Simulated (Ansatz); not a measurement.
# AlH3: the cost of one run

Program: Ansatz 0.2.0, Gaussian basis. Level of theory: PBE0-D4/def2-TZVP structures, single points in def2-TZVPP, no counterpoise correction. These are calculated values, not measurements.

Levels: SPW92, PBE-D4, BLYP-D4, r2SCAN-D4, B97M-V, PBE0-D4, B3LYP-D4, r2SCAN0-D4, BHLYP-D4, CAM-B3LYP-D4, wB97X-V, wB97M-V, B2PLYP, PBE-QIDH, RPA on PBE, Hartree-Fock, MP2, CCSD, CCSD(T).

Cores are frozen in the correlated methods. Filled d shells of the heavier atoms are correlated. B3LYP uses VWN-RPA correlation. B2PLYP carries no dispersion term here.

94 further runs of the same task are left out: 94 set aside as unsound or not needed.

**1. Starting geometry**

The complex: 6 atoms, charge 0, spin multiplicity 1.

Atoms are counted from 1 here; the program's logs count them from 0.

Bond lengths: Al1–H2 1.594 Å, Al1–H3 1.589 Å, Al1–H4 1.589 Å, Al1–Br6 2.787 Å, H5–Br6 1.424 Å. Angles: H2–Al1–H3 119.3°, H2–Al1–H4 119.3°, H2–Al1–Br6 91.4°, H3–Al1–H4 119.5°, H3–Al1–Br6 96.2°, H4–Al1–Br6 96.2°, Al1–Br6–H5 91.9°.

Geometry (Å):

```mol
AlBrH4
  3D, bonds by distance, orders not assigned

  6  5  0  0  0  0  0  0  0  0999 V2000
   -0.0108   -0.9024   -0.0858 Al  0  0
    1.5179   -0.5579    0.2041 H   0  0
   -0.4859   -1.1289   -1.5853 H   0  0
   -0.9407   -1.3798    1.1113 H   0  0
    0.6324    2.1775    0.3093 H   0  0
   -0.7129    1.7914    0.0464 Br  0  0
  1  2  8  0
  1  3  8  0
  1  4  8  0
  1  6  8  0
  5  6  8  0
M  END
```

Its parts: AlH₃ holds atoms 1, 2, 3, 4; HBr holds atoms 5, 6. Each part counts its atoms afresh in its own runs.

**2. Relaxing AlH₃ alone**

Input file relax-a/in.yaml:

```yaml
crystal:
  periodic: [false, false, false]
  atoms:
    - {symbol: Al, position_ang: [-0.010840, -0.902362, -0.085783]}
    - {symbol: H, position_ang: [1.517879, -0.557851, 0.204110]}
    - {symbol: H, position_ang: [-0.485876, -1.128906, -1.585273]}
    - {symbol: H, position_ang: [-0.940684, -1.379789, 1.111256]}
basis:
  gaussian: {orbitals: def2-TZVP}
hamiltonian: {xc: pbe0, dispersion: d4}
relax: {f_tol: 0.005, max_steps: 200}
```

Started as:

```bash
$ ansatz run in.yaml --threads 2 --pin off --events-out ev --progress --plain --max-ram 4352MiB
```

**Question.** How long does this run take on 2 threads of Intel Xeon Platinum 8375C at 2.90GHz, shared host?

About 2.1 s.
